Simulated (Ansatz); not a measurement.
# HfCl4: single points with varied inputs

Aim: run HfCl4 under a spread of inputs, and see what each costs and gives.

Method: the settings change from run to run; program: Ansatz 0.2.0, Gaussian basis.

## 1. The relaxed structure

An earlier PBE-D4/def2-SVP relaxation fixed the geometry. Hf takes a core potential in def2 sets; no spin-orbit term is included.

5 atoms, charge 0, spin multiplicity 1.

Atoms are counted from 1 here; the program's logs count them from 0.

Bond lengths: Hf1–Cl2 2.337 Å, Hf1–Cl3 2.337 Å, Hf1–Cl4 2.337 Å, Hf1–Cl5 2.337 Å. Angles: Cl2–Hf1–Cl3 109.5°, Cl2–Hf1–Cl4 109.5°, Cl2–Hf1–Cl5 109.5°, Cl3–Hf1–Cl4 109.5°, Cl3–Hf1–Cl5 109.5°, Cl4–Hf1–Cl5 109.5°.

## 2. PBE-QIDH/def2-mTZVPP

Set apart from the defaults: coordinates scaled by 1.12, finite nuclei.

Contents of in.yaml:

```yaml
crystal:
  periodic: [false, false, false]
  atoms:
    - {symbol: Hf, position_ang: [0.000020, 0.000049, -0.000067]}
    - {symbol: Cl, position_ang: [0.010886, -0.017775, 2.617259]}
    - {symbol: Cl, position_ang: [2.464165, 0.010794, -0.882660]}
    - {symbol: Cl, position_ang: [-1.241796, 2.140574, -0.852811]}
    - {symbol: Cl, position_ang: [-1.233263, -2.133641, -0.881720]}
basis:
  gaussian: {orbitals: def2-mTZVPP, nuclear_model: gaussian}
hamiltonian: {xc: {name: PBE-QIDH}}
scf: {omitted_lower_state_checks: [starts]}
```

The run is started by

```
$ ansatz run in.yaml --threads 2 --pin off --events-out ev --progress --plain --max-ram 4352MiB
```

The program printed:

```text
Functional definition: PBE-QIDH
  name "PBE-QIDH"
  cite "Brémond, Sancho-García, Pérez-Jiménez & Adamo, J. Chem. Phys. 141, 031101 (2014) doi:10.1063/1.4890314"
  cite "Perdew, Burke & Ernzerhof, Phys. Rev. Lett. 77, 3865 (1996) doi:10.1103/PhysRevLett.77.3865"
  parameter a = 3^(-1/3)
  parameter c = 1/3
  exchange = (1 - a)*pbe_x + a*exact_x
  correlation = (1 - c)*pbe_c + c*(mp2_os + mp2_ss)
these checks for a lower state are left out or cut short: starts
1367 factors; integrals over basis functions are off by at most 2.0e-4 eV
mean field evaluation 1: about -51360.4667 eV, gradient 3.8e1 eV
mean field evaluation 2: about -51360.4928 eV, gradient 3.8e1 eV
mean field evaluation 4: about -51365.6828 eV, gradient 3.5e0 eV
mean field evaluation 8: about -51365.7309 eV, gradient 2.4e-1 eV
mean field evaluation 16: about -51365.7314 eV, gradient 3.2e-5 eV
mean field -51365.73139776 eV, -1887.6558119244 hartree, gradient 1.1e-6 eV, S^2 0.000000; 0 other end points of the search recorded, 0 dependent functions left out
20 core orbitals not correlated: weight in the atoms' cores, before any rotation towards them, 1.000 or more for the frozen orbitals, at most 0.000 for the correlated occupied ones
reference -51365.73141137 eV, -1887.6558124246 hartree; 20, 20 occupied and 104, 104 virtual orbitals, 1367 factors
second order -27.03595083 eV of doubles, -0.00000000 eV of singles
Total energy: -51374.74339498 eV, -1887.9869967138 hartree
Checks for a lower state left out: starts
```

Wall time 7 s (2 threads of Arm Neoverse V2, shared host).

## 3. PBE/def2-mTZVP

Contents of in.yaml:

```yaml
crystal:
  periodic: [false, false, false]
  atoms:
    - {symbol: Hf, position_ang: [0.000018, 0.000044, -0.000060]}
    - {symbol: Cl, position_ang: [0.009719, -0.015871, 2.336838]}
    - {symbol: Cl, position_ang: [2.200147, 0.009637, -0.788090]}
    - {symbol: Cl, position_ang: [-1.108747, 1.911226, -0.761439]}
    - {symbol: Cl, position_ang: [-1.101128, -1.905037, -0.787250]}
basis:
  gaussian: {orbitals: def2-mTZVP}
hamiltonian: {xc: {name: PBE}}
output: {forces: true}
```

The command is unchanged.

The program printed, shortened:

```text
Functional definition: PBE
  name "PBE"
  cite "Perdew, Burke & Ernzerhof, Phys. Rev. Lett. 77, 3865 (1996) doi:10.1103/PhysRevLett.77.3865"
  parent pbe
[...]
1244 factors; their error is unknown
[...]
mean field -51387.00701571 eV, -1888.4376764629 hartree, gradient 3.3e-5 eV, S^2 0.000000; 0 other end points of the search recorded, 0 dependent functions left out
[...]
reference -51387.00706039 eV, -1888.4376781050 hartree; 40, 40 occupied and 84, 84 virtual orbitals, 1244 factors
Total energy: -51387.00706039 eV, -1888.4376781050 hartree
Atom 0 at     0.000018     0.000044    -0.000060 Å, force     0.000048     0.000111    -0.000175 eV/Å
Atom 1 at     0.009719    -0.015871     2.336838 Å, force     0.000128    -0.000086     0.023928 eV/Å
Atom 2 at     2.200147     0.009637    -0.788090 Å, force     0.021984     0.000174    -0.007969 eV/Å
Atom 3 at    -1.108747     1.911226    -0.761439 Å, force    -0.010998     0.019084    -0.007677 eV/Å
Atom 4 at    -1.101128    -1.905037    -0.787250 Å, force    -0.011162    -0.019283    -0.008106 eV/Å
Dipole moment:     0.000006     0.000019    -0.000024 e Å
```

Wall time 2.4 s (2 threads of Arm Neoverse V2, shared host).

Largest force 0.024 eV/Å, dipole 0.00 D.

## 4. CAM-B3LYP/def2-SVPD

Options: coordinates scaled by 1.25, a grid of angular degree 23.

Contents of in.yaml:

```yaml
crystal:
  periodic: [false, false, false]
  atoms:
    - {symbol: Hf, position_ang: [0.000023, 0.000055, -0.000075]}
    - {symbol: Cl, position_ang: [0.012149, -0.019839, 2.921048]}
    - {symbol: Cl, position_ang: [2.750184, 0.012047, -0.985112]}
    - {symbol: Cl, position_ang: [-1.385933, 2.389033, -0.951798]}
    - {symbol: Cl, position_ang: [-1.376410, -2.381296, -0.984063]}
basis:
  gaussian: {orbitals: def2-SVPD, final_grid: {core_spheres: 8, valence_spheres: 7, degree: 23}}
hamiltonian: {xc: {name: CAM-B3LYP}}
scf: {omitted_lower_state_checks: [starts]}
output: {forces: true}
```

Launched as before.

The program printed, shortened:

```text
Functional definition: CAM-B3LYP
  name "CAM-B3LYP"
  cite "Yanai, Tew & Handy, Chem. Phys. Lett. 393, 51 (2004) doi:10.1016/j.cplett.2004.06.011"
  cite "Iikura, Tsuneda, Yanai & Hirao, J. Chem. Phys. 115, 3540 (2001) doi:10.1063/1.1383587"
  cite "Becke, Phys. Rev. A 38, 3098 (1988) doi:10.1103/PhysRevA.38.3098"
  cite "Lee, Yang & Parr, Phys. Rev. B 37, 785 (1988) doi:10.1103/PhysRevB.37.785"
  cite "Vosko, Wilk & Nusair, Can. J. Phys. 58, 1200 (1980) doi:10.1139/p80-159"
[...]
  # Exact exchange under (alpha + beta erf(omega r))/r, Becke's under what is left of 1/r.
[...]
1300 factors; integrals over basis functions are off by at most 3.1e-4 eV
460 factors; integrals over basis functions are off by at most 2.9e-5 eV
[...]
mean field -51384.97061300 eV, -1888.3628400437 hartree, gradient 2.1e-5 eV, S^2 0.000000; 0 other end points of the search recorded, 0 dependent functions left out
[...]
reference -51384.97074452 eV, -1888.3628448768 hartree; 40, 40 occupied and 103, 103 virtual orbitals, 1300 factors
Total energy: -51384.97074452 eV, -1888.3628448768 hartree
Atom 0 at     0.000023     0.000055    -0.000075 Å, force    -0.000208    -0.000561     0.000769 eV/Å
Atom 1 at     0.012149    -0.019839     2.921048 Å, force    -0.015646     0.025746    -3.773501 eV/Å
Atom 2 at     2.750184     0.012047    -0.985112 Å, force    -3.552546    -0.015443     1.272372 eV/Å
Atom 3 at    -1.385933     2.389033    -0.951798 Å, force     1.790347    -3.085950     1.229337 eV/Å
Atom 4 at    -1.376410    -2.381296    -0.984063 Å, force     1.778054     3.076208     1.271022 eV/Å
Dipole moment:     0.000019     0.000052    -0.000069 e Å
Checks for a lower state left out: starts
```

Run time: 4.6 s. Hardware: 2 threads of Arm Neoverse V2, shared host.

Largest force 3.774 eV/Å, dipole 0.00 D.

## 5. B97/def2-mTZVP

Options: a grid of angular degree 23.

Contents of in.yaml:

```yaml
crystal:
  periodic: [false, false, false]
  atoms:
    - {symbol: Hf, position_ang: [0.000018, 0.000044, -0.000060]}
    - {symbol: Cl, position_ang: [0.009719, -0.015871, 2.336838]}
    - {symbol: Cl, position_ang: [2.200147, 0.009637, -0.788090]}
    - {symbol: Cl, position_ang: [-1.108747, 1.911226, -0.761439]}
    - {symbol: Cl, position_ang: [-1.101128, -1.905037, -0.787250]}
basis:
  gaussian: {orbitals: def2-mTZVP, final_grid: {core_spheres: 8, valence_spheres: 7, degree: 23}}
hamiltonian: {xc: {name: B97}}
scf: {omitted_lower_state_checks: [starts]}
output: {forces: true}
```

The command is unchanged.

The program printed, shortened:

```text
Functional definition: B97
  name "B97"
  cite "Becke, J. Chem. Phys. 107, 8554 (1997) doi:10.1063/1.475007"
[...]
      + integral(e_c_pw_opposite_spin*poly(b97_u_opposite, cos0, cos1, cos2))
[...]
1143 factors; integrals over basis functions are off by at most 2.4e-4 eV
[...]
mean field -51400.35398691 eV, -1888.9281686078 hartree, gradient 3.4e-5 eV, S^2 0.000000; 0 other end points of the search recorded, 0 dependent functions left out
[...]
reference -51400.35402060 eV, -1888.9281698456 hartree; 40, 40 occupied and 84, 84 virtual orbitals, 1143 factors
Total energy: -51400.35402060 eV, -1888.9281698456 hartree
Atom 0 at     0.000018     0.000044    -0.000060 Å, force     0.000044     0.000099    -0.000160 eV/Å
Atom 1 at     0.009719    -0.015871     2.336838 Å, force     0.000244    -0.000264     0.051093 eV/Å
Atom 2 at     2.200147     0.009637    -0.788090 Å, force     0.047551     0.000292    -0.017135 eV/Å
Atom 3 at    -1.108747     1.911226    -0.761439 Å, force    -0.023878     0.041296    -0.016533 eV/Å
Atom 4 at    -1.101128    -1.905037    -0.787250 Å, force    -0.023961    -0.041423    -0.017266 eV/Å
Dipole moment:     0.000009     0.000025    -0.000031 e Å
Checks for a lower state left out: starts
```

It took 3.1 s on 2 threads of Arm Neoverse V2, shared host.

Largest force 0.051 eV/Å, dipole 0.00 D.

## 6. The runs in one table

| level | charge | multiplicity | geometry | functions | energy (eV) | time |
| --- | --- | --- | --- | --- | --- | --- |
| PBE-QIDH/def2-mTZVPP | 0 | 1 | scaled | 144 | -51374.743 | 7 s |
| PBE/def2-mTZVP | 0 | 1 | relaxed | 124 | -51387.007 | 2.4 s |
| CAM-B3LYP/def2-SVPD | 0 | 1 | scaled | 143 | -51384.971 | 4.6 s |
| B97/def2-mTZVP | 0 | 1 | relaxed | 124 | -51400.354 | 3.1 s |

## 7. Results

```
                                         quantity                      value
                                             runs                          4
                                         quickest      PBE/def2-mTZVP, 2.4 s
                                          slowest  PBE-QIDH/def2-mTZVPP, 7 s
spread of total energies, same state and geometry                    13.3 eV
                  dipole, same state and geometry             0.00 to 0.00 D
```

What this shows: PBE-QIDH/def2-mTZVPP took 3 times as long as PBE/def2-mTZVP. The jobs differ in tasks and options as well as level. The totals spread over 13 eV; they can't be compared across methods or bases. At the PBE-D4/def2-SVP geometry and in the same state, runs without warnings or point charges leave forces up to 0.05 eV/Å (B97/def2-mTZVP), against 3.8 eV/Å where the atoms were moved.
